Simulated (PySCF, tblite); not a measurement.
# C6H7F3N2: geometry, infrared bands and NMR shifts

What infrared bands and NMR shifts should C6H7F3N2 (`Cc1ccnn1CC(F)(F)F`) show?

Programs: tblite 0.8.0 and PySCF 2.14.0, with density-fitted response routines of our own. Each step states its level of theory. These are calculated values for one molecule in the gas phase, unless marked as measured. Atoms count from 0, in the outputs and in this text.

## (1) The molecule as given

18 atoms, charge 0, multiplicity 1; geometry from: force field or distance geometry start.

Bonds of the start (Å): C0–C1 1.49, C1–C2 1.38, C2–C3 1.42, C3–N4 1.33, N4–N5 1.35, N5–C6 1.44, C6–C7 1.51, C7–F8 1.36, C7–F9 1.35, C7–F10 1.34, N5–C1 1.37, C0–H11 1.08, C0–H12 1.09, C0–H13 1.09, C2–H14 1.07, C3–H15 1.08, C6–H16 1.09, C6–H17 1.10.

## (2) Relaxing the molecule with GFN2-xTB

What the job is given:

```
{"job": {"kind": "relax", "xc": "GFN2-xTB", "basis": "xTB"}, "charge": 0, "multiplicity": 1}
C      1.286500    -1.554600    -0.106300
C      1.082100    -0.076200    -0.134600
C      2.012600     0.934400     0.040900
C      1.262200     2.130200    -0.107800
N     -0.029000     1.884000    -0.326900
N     -0.128600     0.541400    -0.317500
C     -1.409500    -0.058300    -0.580800
C     -2.172900    -0.311900     0.693800
F     -3.357200    -0.916600     0.390500
F     -1.529200    -1.161400     1.524400
F     -2.473200     0.804100     1.374800
H      2.322500    -1.808600     0.084900
H      0.991100    -1.990500    -1.057000
H      0.680800    -2.015700     0.679400
H      3.060700     0.846600     0.223100
H      1.606800     3.147900    -0.032400
H     -1.968600     0.611900    -1.236200
H     -1.245900    -1.000300    -1.124000
```

Started as:

```console
$ OMP_NUM_THREADS=1 python probes_run.py task.json out
```

The driver reads the jobs from task.json and runs them one after another.

**Question.** This job is followed by: GFN2-xTB harmonic vibrations, gas phase; GIAO PBE0/pcSseg-1 NMR shielding, non-relativistic, gas phase. What will the session give for the following? strongest single infrared mode (GFN2-xTB); zero-point energy (GFN2-xTB); 13C shifts against TMS (PBE0/pcSseg-1); 1H shifts against TMS (PBE0/pcSseg-1, means over atoms taken as alike); 15N shifts against NH3 (PBE0/pcSseg-1); 19F shifts against CFCl3 (PBE0/pcSseg-1, means over atoms taken as alike).

The runs gave:

```
                                                                 quantity                                       value
                                strongest single infrared mode (GFN2-xTB)                       1065 cm⁻¹, 238 km/mol
                                             zero-point energy (GFN2-xTB)                               80.2 kcal/mol
                                   13C shifts against TMS (PBE0/pcSseg-1)  143.6, 143.6, 133.1, 112.9, 54.5, 13.1 ppm
   1H shifts against TMS (PBE0/pcSseg-1, means over atoms taken as alike)                  7.54, 6.24, 4.60, 2.49 ppm
                                   15N shifts against NH3 (PBE0/pcSseg-1)                            350.9, 219.8 ppm
19F shifts against CFCl3 (PBE0/pcSseg-1, means over atoms taken as alike)                                   -87.6 ppm
```

In words: The optimisation took 33 steps and gained 0.092 eV; among the close pairs (by a distance rule), C6–C7 changed most, from 1.507 to 1.533 Å. All 48 modes are real, so the xTB geometry is a minimum. The strongest single mode, at 1065 cm⁻¹, moves mainly C7. Unscaled tight-binding wavenumbers are off by several per cent, some by more. Its intensities can rank the bands wrongly. At PBE0/pcSseg-1: The largest span, 444 ppm, is at N4, where the paramagnetic term is -405 ppm. NICS(1)zz of -29 ppm above the planar ring from C1 marks a diatropic (aromatic) ring current.
